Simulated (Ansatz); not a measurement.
# CH4F2OSi: up Jacob's ladder to CCSD(T)

An exercise on one series of results from a longer session: the logs are not shown, and one member is left open.

The runs use Ansatz 0.2.0, Gaussian basis; functionals in def2-TZVPP, the program's frozen cores in correlated methods.

The runs, in order: PBE-D4, r2SCAN-D4, PBE0-D4, B3LYP-D4, ωB97X-V, ωB97M-V, B2PLYP; CCSD(T)/def2-TZVPP; MP2/def2-QZVPP; extrapolation to the limit.

## Structure used throughout

The geometry comes from an earlier relaxation with PBE0-D4 in a triple-zeta def2 set; it is a stationary point, not always the lowest conformer.

SMILES `O[SiH2]C(F)F`, 9 atoms, charge 0, spin multiplicity 1.

Atoms are counted from 1 here; the program's logs count them from 0.

Bond lengths: O1–Si2 1.641 Å, O1–H6 0.959 Å, Si2–C3 1.917 Å, Si2–H7 1.479 Å, Si2–H8 1.485 Å, C3–F4 1.373 Å, C3–F5 1.366 Å, C3–H9 1.096 Å. Angles: Si2–O1–H6 117.9°, O1–Si2–C3 109.6°, O1–Si2–H7 106.8°, O1–Si2–H8 113.1°, C3–Si2–H7 109.1°, C3–Si2–H8 106.3°, H7–Si2–H8 111.9°, Si2–C3–F4 108.9°, Si2–C3–F5 110.1°, Si2–C3–H9 115.7°, F4–C3–F5 107.4°, F4–C3–H9 106.9°, F5–C3–H9 107.4°.

As a file:

| atom | x (Å) | y (Å) | z (Å) |
| --- | --- | --- | --- |
| O1 | -1.7540 | 0.3333 | 0.5864 |
| Si2 | -0.6057 | -0.5612 | -0.1714 |
| C3 | 1.0258 | 0.4402 | -0.2738 |
| F4 | 1.4197 | 0.7811 | 0.9963 |
| F5 | 2.0159 | -0.3289 | -0.8160 |
| H6 | -1.6118 | 0.5590 | 1.5071 |
| H7 | -1.1003 | -0.8219 | -1.5409 |
| H8 | -0.2784 | -1.8178 | 0.5484 |
| H9 | 0.9773 | 1.3699 | -0.8531 |

Set-up of the first run:

in.yaml reads:

```yaml
crystal:
  periodic: [false, false, false]
  atoms:
    - {symbol: O, position_ang: [-1.754047, 0.333294, 0.586405]}
    - {symbol: Si, position_ang: [-0.605660, -0.561156, -0.171445]}
    - {symbol: C, position_ang: [1.025841, 0.440234, -0.273781]}
    - {symbol: F, position_ang: [1.419651, 0.781148, 0.996278]}
    - {symbol: F, position_ang: [2.015932, -0.328863, -0.816003]}
    - {symbol: H, position_ang: [-1.611767, 0.558993, 1.507076]}
    - {symbol: H, position_ang: [-1.100273, -0.821937, -1.540861]}
    - {symbol: H, position_ang: [-0.278351, -1.817820, 0.548355]}
    - {symbol: H, position_ang: [0.977274, 1.369908, -0.853123]}
basis:
  gaussian: {orbitals: def2-TZVPP}
hamiltonian: {xc: pbe, dispersion: d4}
output: {forces: true, orbitals: {seedname: orbitals}}
```

Command:

```bash
$ ansatz run in.yaml --threads 4 --pin off --events-out ev --progress --plain --max-ram 10444MiB
```

Steps of the session up to this table: PBE-D4 (GGA); r2SCAN-D4 (meta-GGA); PBE0-D4 (hybrid); B3LYP-D4 (hybrid); ωB97X-V (range-separated); ωB97M-V (range-separated); B2PLYP (double hybrid); CCSD(T) in def2-TZVPP; MP2 in def2-QZVPP.

One of the session's tables, all rows but one given; the rest of the session is left out.

| method | atomisation energy (kJ/mol) |
| --- | --- |
| PBE-D4 | 3324.4 |
| r2SCAN-D4 | 3264.6 |
| PBE0-D4 | 3234.2 |
| B3LYP-D4 | 3244.2 |
| ωB97X-V | 3273.5 |
| ωB97M-V | 3269.3 |
| B2PLYP | 3219.7 |
| HF/def2-TZVPP | 2301.0 |
| MP2/def2-TZVPP | ? |
| CCSD/def2-TZVPP | 3117.5 |
| CCSD(T)/def2-TZVPP | 3169.8 |
| MP2/CBS | 3355.1 |
| CCSD(T)/CBS | 3268.1 |

**Question.** Estimate the row for MP2/def2-TZVPP.

The run gave: atomisation energy (kJ/mol): 3256.8. In the column «atomisation energy (kJ/mol)» it lies between B3LYP-D4 (3244.2) and r2SCAN-D4 (3264.6).

Limits of these values: Free atoms (1 O, 1 Si, 1 C, 2 F, 4 H) were run apart at each level; the atomisation energy is their sum less the molecule, without zero-point or spin-orbit terms.
